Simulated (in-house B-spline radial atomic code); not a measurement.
# Tc in a hard spherical wall

What does confinement do to Tc? The free system is solved first, then the same system inside hard walls. More than one configuration is followed.

The numbers are computed with in-house B-spline radial atomic code version 1 (Dirac-Hartree-Fock, average of configuration, Fermi nucleus, basis-set limit), except any that are marked as measured or tabulated.

**1. Starting point**

```
element       : technetium (Z = 43)
charge        : 0
electrons     : 43
configuration : [Kr] 4d5 5s2
Hamiltonian   : Dirac-Coulomb
nucleus       : Fermi, rms radius 4.411 fm
```

The outer shells:

[Kr] 4d5 5s2
```
[Kr] core
4d [↑ ][↑ ][↑ ][↑ ][↑ ]
5s [↑↓]
```

The boxes draw the filling by Hund's rule, which heavy ions in jj coupling don't follow; these runs average over all states of the configuration.

**2. The free system**

Input settings:

```ini
Z = 43
electrons = 43.0
configuration = [Kr] 4d5 5s2
hamiltonian = dirac
method = hf
spin_polarised = False
nucleus = fermi
rms_radius = 4.411169945885085
mass_number = 97
atomic_mass = 96.90636072
speed_of_light = 137.035999084
```

**3. Wall at 8.22 bohr, configuration [Kr] 4d5 5s2**

Changes to the settings of step 2:

```diff
@@ -11 +11,2 @@
 speed_of_light = 137.035999084
+wall_radius = 8.22
```

**4. Wall at 4.49 bohr, configuration [Kr] 4d5 5s2**

Changes to the settings of step 3:

```diff
@@ -11,2 +11,2 @@
 speed_of_light = 137.035999084
-wall_radius = 8.22
+wall_radius = 4.49
```

**5. Wall at 2.71 bohr, configuration [Kr] 4d5 5s2**

Changes to the settings of step 4:

```diff
@@ -11,2 +11,2 @@
 speed_of_light = 137.035999084
-wall_radius = 4.49
+wall_radius = 2.71
```

**6. Wall at 1.24 bohr, configuration [Kr] 4d5 5s2**

Changes to the settings of step 5:

```diff
@@ -11,2 +11,2 @@
 speed_of_light = 137.035999084
-wall_radius = 2.71
+wall_radius = 1.24
```

**7. Wall at 8.22 bohr, configuration [Kr] 4d5 4f1 5s1**

Input settings:

```ini
Z = 43
electrons = 43.0
configuration = [Kr] 4d5 4f1 5s1
hamiltonian = dirac
method = hf
spin_polarised = False
nucleus = fermi
rms_radius = 4.411169945885085
mass_number = 97
atomic_mass = 96.90636072
speed_of_light = 137.035999084
wall_radius = 8.22
```

**8. Wall at 4.49 bohr, configuration [Kr] 4d5 4f1 5s1**

Changes to the settings of step 7:

```diff
@@ -11,2 +11,2 @@
 speed_of_light = 137.035999084
-wall_radius = 8.22
+wall_radius = 4.49
```

**9. Wall at 2.71 bohr, configuration [Kr] 4d5 4f1 5s1**

Changes to the settings of step 8:

```diff
@@ -11,2 +11,2 @@
 speed_of_light = 137.035999084
-wall_radius = 4.49
+wall_radius = 2.71
```

**10. Wall at 1.24 bohr, configuration [Kr] 4d5 4f1 5s1**

Changes to the settings of step 9:

```diff
@@ -11,2 +11,2 @@
 speed_of_light = 137.035999084
-wall_radius = 2.71
+wall_radius = 1.24
```

**11. Wall at 8.22 bohr, configuration [Kr] 4d6 5s1**

Input settings:

```ini
Z = 43
electrons = 43.0
configuration = [Kr] 4d6 5s1
hamiltonian = dirac
method = hf
spin_polarised = False
nucleus = fermi
rms_radius = 4.411169945885085
mass_number = 97
atomic_mass = 96.90636072
speed_of_light = 137.035999084
wall_radius = 8.22
```

**12. Wall at 4.49 bohr, configuration [Kr] 4d6 5s1**

Changes to the settings of step 11:

```diff
@@ -11,2 +11,2 @@
 speed_of_light = 137.035999084
-wall_radius = 8.22
+wall_radius = 4.49
```

**13. Wall at 2.71 bohr, configuration [Kr] 4d6 5s1**

Changes to the settings of step 12:

```diff
@@ -11,2 +11,2 @@
 speed_of_light = 137.035999084
-wall_radius = 4.49
+wall_radius = 2.71
```

**14. Wall at 1.24 bohr, configuration [Kr] 4d6 5s1**

Changes to the settings of step 13:

```diff
@@ -11,2 +11,2 @@
 speed_of_light = 137.035999084
-wall_radius = 2.71
+wall_radius = 1.24
```

Q: What do the energy and the highest level do as the wall closes in, and which configuration is lower at each radius?

As calculated:

| configuration | radius (bohr) | energy above the free system (eV) | highest level (eV) |
| --- | --- | --- | --- |
| [Kr] 4d5 5s2 | 8.22 | 0.174 | -6.490 (5s1/2) |
| [Kr] 4d5 5s2 | 4.49 | 9.340 | -1.222 (5s1/2) |
| [Kr] 4d5 5s2 | 2.71 | 112.88 | 39.034 (5s1/2) |
| [Kr] 4d5 5s2 | 1.24 | 3083.95 | 675.04 (5s1/2) |
| [Kr] 4d5 4f1 5s1 | 8.22 | 10.773 | 4.339 (4f5/2) |
| [Kr] 4d5 4f1 5s1 | 4.49 | 29.728 | 19.273 (4f5/2) |
| [Kr] 4d5 4f1 5s1 | 2.71 | 127.74 | 53.921 (4f5/2) |
| [Kr] 4d5 4f1 5s1 | 1.24 | 2710.79 | 673.62 (5s1/2) |
| [Kr] 4d6 5s1 | 8.22 | -0.654 | -5.804 (5s1/2) |
| [Kr] 4d6 5s1 | 4.49 | 6.133 | -0.731 (5s1/2) |
| [Kr] 4d6 5s1 | 2.71 | 86.402 | 39.494 (5s1/2) |
| [Kr] 4d6 5s1 | 1.24 | 2671.07 | 674.29 (5s1/2) |

For [Kr] 4d5 5s2 the energy above the free reference is 0.174 eV at 8.22 bohr and 3083.95 eV at 1.24 bohr. Its highest level passes zero between 4.49 and 2.71 bohr; in smaller spheres the level is positive, pushed up by confinement, and the wall keeps the electron in. The order of [Kr] 4d5 5s2 and [Kr] 4d5 4f1 5s1 turns between 2.71 and 1.24 bohr, so at equal radius strong confinement favours [Kr] 4d5 4f1 5s1. At 1.24 bohr the lowest of all 3 is [Kr] 4d6 5s1. A hard wall is a crude model of an atom's surroundings.
